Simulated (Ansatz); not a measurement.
# C2H8O2Si2: rotation by 120° about the C1–O2 bond, part 2 of 2

Wanted: the energy profile along the rotation by 120° about the C1–O2 bond, from relaxed end points and a band of images. SMILES of the start: CO[SiH]1[SiH2]C1O.

Ansatz 0.2.0; RHF/def2-SVP. Earlier steps stand in the parts before.

### Step 6. Frequencies at the highest image

The geometry is the highest inner image of the first converged band.

Input file input.yaml:

```yaml
crystal:
  periodic: [false, false, false]
  atoms:
    - { symbol: C, position_ang: [-1.448679, 1.860797, 0.463219] }
    - { symbol: O, position_ang: [-1.436908, 0.475753, 0.673663] }
    - { symbol: Si, position_ang: [-0.836446, -0.705962, -0.287623] }
    - { symbol: Si, position_ang: [0.832228, -1.972686, 0.564633] }
    - { symbol: C, position_ang: [1.000747, -0.544805, -0.745818] }
    - { symbol: O, position_ang: [1.662427, 0.658206, -0.483442] }
    - { symbol: H, position_ang: [-2.46544, 2.233106, 0.586534] }
    - { symbol: H, position_ang: [-0.805582, 2.350378, 1.193831] }
    - { symbol: H, position_ang: [-1.093338, 2.126281, -0.533604] }
    - { symbol: H, position_ang: [-1.765979, -1.084927, -1.368741] }
    - { symbol: H, position_ang: [1.318292, -1.638905, 1.91925] }
    - { symbol: H, position_ang: [1.237205, -3.327672, 0.134776] }
    - { symbol: H, position_ang: [1.206725, -0.952613, -1.74333] }
    - { symbol: H, position_ang: [2.581648, 0.49385, -0.344448] }
basis:
  gaussian: { orbitals: def2-SVP }
hamiltonian:
  xc: hf
phonons: {}
```

On the command line:

```sh
$ ansatz run input.yaml --threads 2 --pin off --max-ram 3072MiB --backend cpu --events-out ev --progress --plain --runs-dir out
```

What it wrote (excerpt; [...] marks lines left out):

```text
Warning: RAYON_NUM_THREADS=2 ignored (pool sized by the plan → 2); use --threads N
[...]
Functional definition: HF
[...]
1390 factors; integrals over basis functions are off by at most 4.1e-4 eV
[...]
mean field -21975.19346275 eV, -807.5734644349 hartree, gradient 2.5e-5 eV, S^2 0.000000; 0 other end points of the search recorded, 0 dependent functions left out
[...]
reference -21975.19346275 eV, -807.5734644349 hartree; 32, 32 occupied and 100, 100 virtual orbitals, 1390 factors
[...]
1390 factors; integrals over basis functions are off by at most 4.1e-4 eV
[...]
mean field -21975.19326878 eV, -807.5734573068 hartree, gradient 1.8e-6 eV, S^2 0.000000; 0 other end points of the search recorded, 0 dependent functions left out
[...]
reference -21975.19326878 eV, -807.5734573068 hartree; 32, 32 occupied and 100, 100 virtual orbitals, 1390 factors
[...]
1390 factors; integrals over basis functions are off by at most 4.1e-4 eV
[...]
WARN: phonons: modes at or below zero, which the zero-point energy, F, S and C_V leave out: 1, the lowest at -94.36 cm⁻¹. A minimum has none, and a first-order saddle one
[...]
Atom 6 at    -2.465440     2.233106     0.586534 Å, force    -0.008293     0.009402    -0.009833 eV/Å
Atom 7 at    -0.805582     2.350378     1.193831 Å, force     0.006265    -0.011667    -0.006079 eV/Å
Atom 8 at    -1.093338     2.126281    -0.533604 Å, force     0.005333     0.024337    -0.015612 eV/Å
Atom 9 at    -1.765979    -1.084927    -1.368741 Å, force    -0.000865    -0.006518    -0.005024 eV/Å
Atom 10 at     1.318292    -1.638905     1.919250 Å, force    -0.000354    -0.002620    -0.002576 eV/Å
Atom 11 at     1.237205    -3.327672     0.134776 Å, force     0.003350     0.001453    -0.000633 eV/Å
Atom 12 at     1.206725    -0.952613    -1.743330 Å, force     0.000124     0.008958    -0.003424 eV/Å
Atom 13 at     2.581648     0.493850    -0.344448 Å, force    -0.002988     0.003461     0.001542 eV/Å
Dipole moment:     0.182683    -0.004925    -0.148848 e Å
Vibrations: -94.36 49.12 78.99 147.43 202.07 266.17 354.80 399.89 431.71 495.30 571.46 626.06 655.82 711.13 815.08 828.94 897.37 989.25 1032.30 1219.48 1242.13 1281.29 1319.69 1339.88 1448.12 1598.60 1608.28 1619.13 2340.07 2350.96 2354.27 3160.16 3184.19 3273.13 3285.22 4170.65 cm⁻¹, [...]
```

It took 2.2 min on 2 threads of Arm Neoverse V2, shared host; peak memory 0.31 GiB.

Of 36 modes, 1 is imaginary by more than 30 cm⁻¹ (94i cm⁻¹).

### Step 7. The band again, with other settings

crystal.atoms is end A as relaxed above, and neb.final_atoms is end B, turned to lie on A. With 1 inner images the band has 3 in all.

Input file input.yaml:

```yaml
crystal:
  periodic: [false, false, false]
  atoms:
    - { symbol: C, position_ang: [-1.326904, 1.873319, 0.752941] }
    - { symbol: O, position_ang: [-1.197937, 0.504804, 1.023744] }
    - { symbol: Si, position_ang: [-0.859591, -0.707524, -0.025811] }
    - { symbol: Si, position_ang: [0.984679, -1.944177, 0.404444] }
    - { symbol: C, position_ang: [0.792733, -0.571385, -0.959655] }
    - { symbol: O, position_ang: [1.500731, 0.63384, -0.940296] }
    - { symbol: H, position_ang: [-2.20779, 2.07201, 0.137058] }
    - { symbol: H, position_ang: [-1.444685, 2.400183, 1.697832] }
    - { symbol: H, position_ang: [-0.443515, 2.25592, 0.2416] }
    - { symbol: H, position_ang: [-2.037172, -1.118166, -0.815121] }
    - { symbol: H, position_ang: [1.802284, -1.554472, 1.57127] }
    - { symbol: H, position_ang: [1.278824, -3.316429, -0.059195] }
    - { symbol: H, position_ang: [0.721333, -1.022051, -1.957616] }
    - { symbol: H, position_ang: [2.42391, 0.464929, -1.042294] }
basis:
  gaussian: { orbitals: def2-SVP }
hamiltonian:
  xc: hf
neb:
  order_check: false
  images: 1
  f_tol: 0.05
  max_iterations: 60
  initial_path: idpp
  climbing: false
  final_atoms:
    - { symbol: C, position_ang: [-1.3808189, 1.85437045, 0.70436129] }
    - { symbol: O, position_ang: [-1.2721392, 0.47797667, 0.94190611] }
    - { symbol: Si, position_ang: [-0.85479818, -0.70093391, -0.11741568] }
    - { symbol: Si, position_ang: [0.94501058, -1.9612538, 0.41867909] }
    - { symbol: C, position_ang: [0.86777633, -0.54405868, -0.91069556] }
    - { symbol: O, position_ang: [1.57541907, 0.65609503, -0.79457766] }
    - { symbol: H, position_ang: [-1.58111383, 2.35113561, 1.65179978] }
    - { symbol: H, position_ang: [-0.45736836, 2.25265048, 0.28350392] }
    - { symbol: H, position_ang: [-2.2057896, 2.07297545, 0.02112764] }
    - { symbol: H, position_ang: [-1.96657875, -1.07818389, -1.0118879] }
    - { symbol: H, position_ang: [1.66699564, -1.61434962, 1.65993366] }
    - { symbol: H, position_ang: [1.27087097, -3.31977048, -0.06425222] }
    - { symbol: H, position_ang: [0.87624605, -0.96181254, -1.925369] }
    - { symbol: H, position_ang: [2.50318817, 0.48596023, -0.82821245] }
```

On the command line:

```sh
$ ansatz run input.yaml --threads 2 --pin off --max-ram 3072MiB --backend cpu --events-out ev --progress --plain --runs-dir out
```

What it wrote (excerpt; [...] marks lines left out):

```text
Warning: RAYON_NUM_THREADS=2 ignored (pool sized by the plan → 2); use --threads N
[...]
Functional definition: HF
[...]
1390 factors; integrals over basis functions are off by at most 3.3e-4 eV
[...]
mean field -21975.21399884 eV, -807.5742191222 hartree, gradient 2.5e-5 eV, S^2 0.000000; 0 other end points of the search recorded, 0 dependent functions left out
[...]
reference -21975.21399884 eV, -807.5742191222 hartree; 32, 32 occupied and 100, 100 virtual orbitals, 1390 factors
1390 factors; integrals over basis functions are off by at most 8.0e-4 eV
[...]
mean field -21975.21399131 eV, -807.5742188458 hartree, gradient 2.5e-5 eV, S^2 0.000000; 0 other end points of the search recorded, 0 dependent functions left out
[...]
reference -21975.21399131 eV, -807.5742188458 hartree; 32, 32 occupied and 100, 100 virtual orbitals, 1390 factors
[...]
Atom 4 at     0.997207    -0.556569    -0.768731 Å, force    -0.041694     0.004598    -0.004116 eV/Å
Atom 5 at     1.676409     0.641178    -0.529014 Å, force     0.001822     0.014003     0.005817 eV/Å
Atom 6 at    -2.474106     2.224291     0.656959 Å, force     0.003166    -0.005890     0.000666 eV/Å
Atom 7 at    -0.790389     2.378192     1.188053 Å, force     0.008103     0.006949     0.007786 eV/Å
Atom 8 at    -1.152509     2.137982    -0.522879 Å, force    -0.000107     0.005551     0.004414 eV/Å
Atom 9 at    -1.787752    -1.070629    -1.324589 Å, force    -0.005220    -0.009101     0.006568 eV/Å
Atom 10 at     1.370094    -1.637481     1.893051 Å, force    -0.003492     0.001815     0.001103 eV/Å
Atom 11 at     1.227071    -3.335642     0.123731 Å, force    -0.002112    -0.000185    -0.000057 eV/Å
Atom 12 at     1.171131    -0.968356    -1.770740 Å, force     0.002212     0.000114     0.002844 eV/Å
Atom 13 at     2.597173     0.469867    -0.410122 Å, force    -0.004096    -0.004522    -0.001205 eV/Å
Dipole moment:     0.163839    -0.007228    -0.150306 e Å
this run last wrote the band of iteration 3 to <dir>
```

It took 12 s on 2 threads of Arm Neoverse V2, shared host; peak memory 0.31 GiB.

### Step 8. What the band shows

The 1 inner images lie between the fixed ends 0 and 2. Energy is taken from image 0, and the path length is the program's own coordinate along the band.

```tsv
image	path (Å)	energy (eV)	dihedral H8–C1–O2–Si3 (°)	band force (eV/Å)
0	0.000	0.0000	-174	-
1	1.709	0.0215	-114	0.042
2	3.419	0.0000	-55	-
```

image, energy (eV) and a bar:
```
        0      0.000 
        1      0.022 ##############################
        2      0.000
```

### Step 9. Another band, settings changed

crystal.atoms is end A as relaxed above, and neb.final_atoms is end B, turned to lie on A. With 5 inner images the band has 7 in all.

input.yaml, as its differences from that of step 7:

```diff
@@ -23,3 +23,3 @@
   order_check: false
-  images: 1
+  images: 5
   f_tol: 0.05
@@ -27,3 +27,3 @@
   initial_path: idpp
-  climbing: false
+  spring: 0.5
   final_atoms:
```

On the command line:

```sh
$ ansatz run input.yaml --threads 2 --pin off --max-ram 3072MiB --backend cpu --events-out ev --progress --plain --runs-dir out
```

What it wrote (excerpt; [...] marks lines left out):

```text
Warning: RAYON_NUM_THREADS=2 ignored (pool sized by the plan → 2); use --threads N
[...]
Functional definition: HF
[...]
1390 factors; integrals over basis functions are off by at most 3.3e-4 eV
[...]
mean field -21975.21399884 eV, -807.5742191222 hartree, gradient 2.5e-5 eV, S^2 0.000000; 0 other end points of the search recorded, 0 dependent functions left out
[...]
reference -21975.21399884 eV, -807.5742191222 hartree; 32, 32 occupied and 100, 100 virtual orbitals, 1390 factors
1390 factors; integrals over basis functions are off by at most 8.0e-4 eV
[...]
mean field -21975.21399131 eV, -807.5742188458 hartree, gradient 2.5e-5 eV, S^2 0.000000; 0 other end points of the search recorded, 0 dependent functions left out
[...]
reference -21975.21399131 eV, -807.5742188458 hartree; 32, 32 occupied and 100, 100 virtual orbitals, 1390 factors
[...]
Atom 4 at     1.000633    -0.544796    -0.745892 Å, force     0.028253    -0.013568    -0.020138 eV/Å
Atom 5 at     1.662278     0.658250    -0.483602 Å, force     0.002728     0.001890    -0.000348 eV/Å
Atom 6 at    -2.465418     2.233113     0.585759 Å, force    -0.008317     0.009392    -0.009931 eV/Å
Atom 7 at    -0.806094     2.350296     1.194505 Å, force     0.006248    -0.011638    -0.006087 eV/Å
Atom 8 at    -1.092323     2.126329    -0.533199 Å, force     0.005332     0.024468    -0.015643 eV/Å
Atom 9 at    -1.766086    -1.085176    -1.368625 Å, force    -0.000901    -0.006361    -0.005039 eV/Å
Atom 10 at     1.318333    -1.638740     1.919214 Å, force    -0.000265    -0.002641    -0.002592 eV/Å
Atom 11 at     1.237279    -3.327630     0.134839 Å, force     0.003395     0.001501    -0.000649 eV/Å
Atom 12 at     1.206567    -0.952639    -1.743401 Å, force     0.000171     0.008994    -0.003393 eV/Å
Atom 13 at     2.581514     0.493932    -0.344656 Å, force    -0.003024     0.003503     0.001539 eV/Å
Dipole moment:     0.182736    -0.004893    -0.148853 e Å
this run last wrote the band of iteration 4 to <dir>
```

Run time: 52 s. Hardware: 2 threads of Arm Neoverse V2, shared host; peak memory 0.31 GiB.

### Step 10. Images and barrier

The 5 inner images lie between the fixed ends 0 and 6. Energy is taken from image 0, and the path length is the program's own coordinate along the band.

```tsv
image	path (Å)	energy (eV)	dihedral H8–C1–O2–Si3 (°)	band force (eV/Å)
0	0.000	0.0000	-174	-
1	0.579	0.0054	-155	0.011
2	1.157	0.0158	-135	0.015
3*	1.735	0.0205	-113	0.045
4	2.337	0.0163	-93	0.050
5	2.939	0.0061	-74	0.019
6	3.540	0.0000	-55	-
```

The star marks the climbing image.

image, energy (eV) and a bar:
```
        0      0.000 
        1      0.005 ########
        2      0.016 #######################
        3      0.021 ##############################
        4      0.016 ########################
        5      0.006 #########
        6      0.000
```

### Step 11. What came out

This closing draws on all 2 parts.

| quantity | value |
| --- | --- |
| end A | 14 moves, 0.579 eV lower |
| end B | 13 moves, 0.602 eV lower |
| first band: barrier forwards | 0.021 eV |
| first band: barrier backwards | 0.021 eV |
| first band: second end relative to first | 0.000 eV |
| first band: highest image | 3 of 0 to 6, climbing |
| first band: band iterations | 4 |
| imaginary modes at the top | 94i cm⁻¹ |
| second band | top 0.022 eV above image 0, 3 iterations, 1 inner image, none climbing |
| time, first and second band | 52 s and 12 s |
| third band | top 0.021 eV above image 0, 4 iterations, 5 inner images |
| time, first and third band | 52 s and 52 s |

What this shows: In the first band: the top lies 0.021 eV above the first end, or 0.8 kT at room temperature. The two ends lie within 1 meV of each other. The listed dihedral goes from -174° at end A through -113° at the highest image to -55° at end B. One imaginary mode, as a first-order saddle point has. The second band's top lies 1 meV above the first's, so the changed settings hardly move the height. The third band's top agrees with the first's to 1 meV, so the changed settings hardly move the height. Zero-point energy and entropy are left out.
